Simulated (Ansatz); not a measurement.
## FGeH4NSi, SMILES [F][GeH]1[NH][SiH2]1: a rigid scan of one bond length, step by step

Program: Ansatz's Python interface.

Typed at the interpreter:
```pycon
>>> import ansatz as az
>>> import numpy as np
>>> molecule = (
...     az.Crystal.molecule()
...     .atom("F", (-1.0506, 2.1778, 0.6117))
...     .atom("Ge", (-0.2248, 1.0838, -0.4118))
...     .atom("N", (0.7933, -0.0326, 0.6615))
...     .atom("Si", (-0.395, -1.1246, 0.1587))
...     .atom("H", (0.646, 1.5959, -1.6068))
...     .atom("H", (1.671, -0.2701, 0.1145))
...     .atom("H", (-1.3921, -1.3973, 1.2572))
...     .atom("H", (0.0444, -2.0901, -0.8409))
... )
>>> symbols = [site.symbol for site in molecule.cartesian_sites]
>>> start = np.array([site.position_ang for site in molecule.cartesian_sites])
>>> axis = (start[4] - start[1]) / np.linalg.norm(start[4] - start[1])
>>> moving = [4]
>>> lengths, energies = [1.377, 1.44, 1.502, 1.565, 1.627, 1.69, 1.753, 1.846], []
>>> for length in lengths:
...     xyz = start.copy()
...     xyz[moving] += (length - np.linalg.norm(start[4] - start[1])) * axis
...     point = az.Crystal.molecule()
...     for symbol, place in zip(symbols, xyz):
...         point = point.atom(symbol, place.tolist())
...     model = (
...         point.calculation()
...         .basis(gaussian="def2-SVP")
...         .functional("pbe0", dispersion="d4")
...     )
...     rep = model.run(threads=1).report
...     energies.append(rep["free_energy_ev"])
...     print(f"r = {length:6.3f} A  E = {energies[-1]:.5f} eV  <S^2> = {abs(rep['mean_field']['state']['spin_squared']):.3f}")
...
r =  1.377 A  E = -68639.60255 eV  <S^2> = 0.000
r =  1.440 A  E = -68639.77937 eV  <S^2> = 0.000
r =  1.502 A  E = -68639.85381 eV  <S^2> = 0.000
r =  1.565 A  E = -68639.85232 eV  <S^2> = 0.000
r =  1.627 A  E = -68639.79356 eV  <S^2> = 0.000
r =  1.690 A  E = -68639.69081 eV  <S^2> = 0.000
r =  1.753 A  E = -68639.55687 eV  <S^2> = 0.000
r =  1.846 A  E = -68639.32074 eV  <S^2> = 0.000
>>> fit = np.polynomial.Polynomial.fit(lengths, np.array(energies) - min(energies), 4).convert()
>>> roots = [r.real for r in fit.deriv().roots() if abs(r.imag) < 1e-9 and fit.deriv(2)(r.real) > 0]
>>> r_e = min(roots, key=lambda r: abs(r - lengths[int(np.argmin(energies))]))
>>> print(f"minimum of the fit at {r_e:.4f} A, force constant {fit.deriv(2)(r_e):.2f} eV/A^2")
minimum of the fit at 1.5313 A, force constant 17.26 eV/A^2
```

Total energies depend on the basis set; only differences at equal settings carry meaning. The rest of the molecule is held rigid at a force-field or estimated start geometry, and the basis set is modest; single-reference methods fail as a bond breaks. The orbitals are restricted, so S² is zero by construction. The whole script took 17 s on 1 thread of Intel(R) Xeon(R) Processor @ 2.30GHz, with other jobs on the host, peak memory 0.32 GiB.
